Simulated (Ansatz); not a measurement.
# C2H6FNOSi: geometry optimisation, by script

What geometry does C2H6FNOSi take? The task is a geometry optimisation, for C2H6FNOSi.

All numbers are computed with Ansatz 0.2.0, driven from Python. Level of theory: B3LYP/cc-pVDZ.

### 1 The structure

Bond lengths: C1–C2 1.515 Å, C2–N3 1.318 Å, N3–Si4 1.615 Å, Si4–O5 1.655 Å, Si4–F6 1.648 Å, C1–H7 1.043 Å, C1–H8 1.083 Å, C1–H9 1.159 Å, C2–H10 1.118 Å, Si4–H11 1.493 Å, O5–H12 0.995 Å. Angles (14 of 17 angles, heavy atoms first): C1–C2–N3 131.1°, C2–N3–Si4 124.6°, N3–Si4–O5 107.1°, N3–Si4–F6 108.9°, O5–Si4–F6 106.7°, C1–C2–H10 111.5°, N3–C2–H10 117.4°, C2–C1–H7 110.3°, C2–C1–H8 110.1°, C2–C1–H9 106.6°, N3–Si4–H11 114.4°, O5–Si4–H11 111.6°, F6–Si4–H11 107.8°, Si4–O5–H12 107.5°.

The script holds or builds the structure itself.

### 2 The script

Contents of opt_c2h6fnosi.py:

```python
"""Relax the C2H6FNOSi molecule."""

import warnings

import ansatz
import numpy as np
import pandas as pd

config = {
    "basis": "cc-pVDZ",
    "xc": "B3LYP",
}

GEOMETRY = """
C     0.49730   -0.90040    1.52420
C     1.13400    0.01280    0.49620
N     0.66120    0.51750   -0.62600
Si   -0.83380    0.26810   -1.18490
O    -1.06890    1.32550   -2.43620
F    -1.91720    0.67450   -0.01170
H     1.13910   -1.69030    1.75330
H    -0.46950   -1.23830    1.17320
H     0.30500   -0.25460    2.46740
H     2.17950    0.28660    0.78360
H    -1.11170   -1.14060   -1.59540
H    -0.43810    2.08410   -2.30970
"""

warnings.simplefilter("ignore", ansatz.DeckWarning)

mol = ansatz.Crystal.molecule()
for line in GEOMETRY.strip().splitlines():
    symbol, *xyz = line.split()
    mol = mol.atom(symbol, [float(v) for v in xyz])

calc = mol.calculation().basis(gaussian=config["basis"]).functional(config["xc"])
symbols = [site.symbol for site in mol.cartesian_sites]
start = np.array([site.position_ang for site in mol.cartesian_sites], dtype=float)
def progress(event):
    if event["event"] == "relax_step":
        row = event["data"]
        print(f"step {row['step']:3d}  E = {row['lagrangian_ev']:.6f} eV  max force {row['allowed_force_max_ev_ang']:.4f} eV/A")


report = calc.relax(force_tolerance=0.01).session().plan().execute(on_event=progress).report
end = np.array(report["positions_ang"])

print("reference energy %16.6f eV" % report["reference_energy_ev"])
print("total energy     %16.6f eV" % report["free_energy_ev"])
print("occupied (up, down):", report["n_occupied"], " virtual:", report["n_virtual"], " frozen:", report["n_frozen"])

print("bond        before    after (A)")
for i, j in [(0, 1), (0, 6), (0, 7), (0, 8), (1, 2), (1, 9), (2, 3), (3, 4), (3, 5), (3, 10), (4, 11)]:
    d0, d1 = (np.linalg.norm(xyz[i] - xyz[j]) for xyz in (start, end))
    print(f"{symbols[i]}{i}-{symbols[j]}{j}".ljust(10), f"{d0:8.4f} {d1:8.4f}")

charges = report["charge_distribution"]
table = pd.DataFrame({"atom": symbols, "mulliken": charges["mulliken_charges_e"], "lowdin": charges["lowdin_charges_e"]})
print(table.round(3).to_string())
print("dipole (e A):", np.round(charges["dipole_moment_e_ang"], 4) + 0.0)
```

### 3 The run

The run is started by

```bash
$ python opt_c2h6fnosi.py
```

The log of the run:

```text
step   1  E = -16306.243859 eV  max force 4.9768 eV/A
step   2  E = -16306.689730 eV  max force 2.1269 eV/A
step   3  E = -16306.801984 eV  max force 0.5628 eV/A
step   4  E = -16306.810338 eV  max force 0.1514 eV/A
step   5  E = -16306.815812 eV  max force 0.0934 eV/A
step   6  E = -16306.818985 eV  max force 0.2875 eV/A
step   7  E = -16306.822306 eV  max force 0.3735 eV/A
step   8  E = -16306.833115 eV  max force 0.5564 eV/A
step   9  E = -16306.844226 eV  max force 0.2314 eV/A
step  10  E = -16306.843008 eV  max force 0.5392 eV/A
step  11  E = -16306.848879 eV  max force 0.0581 eV/A
step  12  E = -16306.853569 eV  max force 0.1056 eV/A
step  13  E = -16306.855160 eV  max force 0.1792 eV/A
step  14  E = -16306.857498 eV  max force 0.1317 eV/A
step  15  E = -16306.859614 eV  max force 0.1403 eV/A
step  16  E = -16306.861814 eV  max force 0.0424 eV/A
step  17  E = -16306.862447 eV  max force 0.0444 eV/A
step  18  E = -16306.862695 eV  max force 0.0376 eV/A
step  19  E = -16306.862867 eV  max force 0.0214 eV/A
step  20  E = -16306.862864 eV  max force 0.0387 eV/A
step  21  E = -16306.862907 eV  max force 0.0192 eV/A
step  22  E = -16306.862926 eV  max force 0.0037 eV/A
reference energy    -16306.863181 eV
total energy        -16306.863181 eV
occupied (up, down): [28, 28]  virtual: [90, 90]  frozen: 0
bond        before    after (A)
C0-C1        1.5153   1.5059
C0-H6        1.0432   1.1046
C0-H7        1.0826   1.0972
C0-H8        1.1592   1.1047
C1-N2        1.3182   1.2725
C1-H9        1.1183   1.1106
N2-Si3       1.6154   1.7404
Si3-O4       1.6550   1.6684
Si3-F5       1.6478   1.6611
Si3-H10      1.4934   1.4775
O4-H11       0.9947   0.9669
   atom  mulliken  lowdin
0     C    -0.021  -0.007
1     C     0.042  -0.098
2     N    -0.281   0.094
3    Si     0.710  -0.116
4     O    -0.335   0.145
5     F    -0.330   0.013
6     H     0.046   0.029
7     H     0.051   0.010
8     H     0.044   0.028
9     H     0.008   0.005
10    H    -0.106  -0.071
11    H     0.171  -0.031
dipole (e A): [0.3907 0.0625 0.4476]
```

It took 2.9 min on 1 thread of Arm Neoverse V2, shared host; peak memory 0.39 GiB.

Lines on the test bed's own set-up are left out of the output.

### 4 The run's own record

The report of the run holds:

```tsv
item	value
SCF cycles in all	179
orbitals	118
total energy (eV)	-16306.86318
```

### 5 Path of the relaxation

Relaxation path:

| step | energy from step 1 (eV) | largest force component (eV/Å) |
| --- | --- | --- |
| 1 | 0.0000 | 4.9768 |
| 2 | -0.4459 | 2.1269 |
| 3 | -0.5581 | 0.5628 |
| 4 | -0.5665 | 0.1514 |
| 5 | -0.5720 | 0.0934 |
| 6 | -0.5751 | 0.2875 |
| 7 | -0.5784 | 0.3735 |
| 8 | -0.5893 | 0.5564 |
| 9 | -0.6004 | 0.2314 |
| 10 | -0.5991 | 0.5392 |
| 11 | -0.6050 | 0.0581 |
| 12 | -0.6097 | 0.1056 |
| 13 | -0.6113 | 0.1792 |
| 14 | -0.6136 | 0.1317 |
| 15 | -0.6158 | 0.1403 |
| 16 | -0.6180 | 0.0424 |
| 17 | -0.6186 | 0.0444 |
| 18 | -0.6188 | 0.0376 |
| 19 | -0.6190 | 0.0214 |
| 20 | -0.6190 | 0.0387 |
| 21 | -0.6190 | 0.0192 |
| 22 | -0.6191 | 0.0037 |

Step 1 is the start. Steps 10, 20 were tried and not accepted.

Before: Bond lengths: C1–C2 1.515 Å, C2–N3 1.318 Å, N3–Si4 1.615 Å, Si4–O5 1.655 Å, Si4–F6 1.648 Å, C1–H7 1.043 Å, C1–H8 1.083 Å, C1–H9 1.159 Å, C2–H10 1.118 Å, Si4–H11 1.493 Å, O5–H12 0.995 Å. Angles (14 of 17 angles, heavy atoms first): C1–C2–N3 131.1°, C2–N3–Si4 124.6°, N3–Si4–O5 107.1°, N3–Si4–F6 108.9°, O5–Si4–F6 106.7°, C1–C2–H10 111.5°, N3–C2–H10 117.4°, C2–C1–H7 110.3°, C2–C1–H8 110.1°, C2–C1–H9 106.6°, N3–Si4–H11 114.4°, O5–Si4–H11 111.6°, F6–Si4–H11 107.8°, Si4–O5–H12 107.5°.

After: Bond lengths: C1–C2 1.506 Å, C2–N3 1.272 Å, N3–Si4 1.740 Å, Si4–O5 1.668 Å, Si4–F6 1.661 Å, C1–H7 1.105 Å, C1–H8 1.097 Å, C1–H9 1.105 Å, C2–H10 1.111 Å, Si4–H11 1.477 Å, O5–H12 0.967 Å. Angles (14 of 17 angles, heavy atoms first): C1–C2–N3 129.3°, C2–N3–Si4 132.7°, N3–Si4–O5 109.7°, N3–Si4–F6 113.0°, O5–Si4–F6 108.4°, C1–C2–H10 113.7°, N3–C2–H10 117.0°, C2–C1–H7 109.2°, C2–C1–H8 112.5°, C2–C1–H9 109.3°, N3–Si4–H11 110.8°, O5–Si4–H11 107.9°, F6–Si4–H11 106.9°, Si4–O5–H12 115.5°.

### 6 What came out

| quantity | value |
| --- | --- |
| total energy | -16306.8632 eV |
| dipole moment | 2.87 D |
| moves of the relaxation | 19 |
| energy gained | 0.619 eV |
| last largest force component | 0.0037 eV/Å |

**Reading.** After 19 moves the largest shift is 0.922 Å, of atom 6 (F). So large a move can change the bonding: the results belong to the relaxed structure. The end point is the stationary point reached from this start; no frequency run checks that it is a minimum, and the basis set is modest. The Löwdin charges here are taken after orthogonalising the functions within each atom; they differ from plain Löwdin charges, and their signs can be unphysical. b3lyp holds the VWN-RPA fit, as in Gaussian; the form of ORCA and Turbomole is b3lyp5.
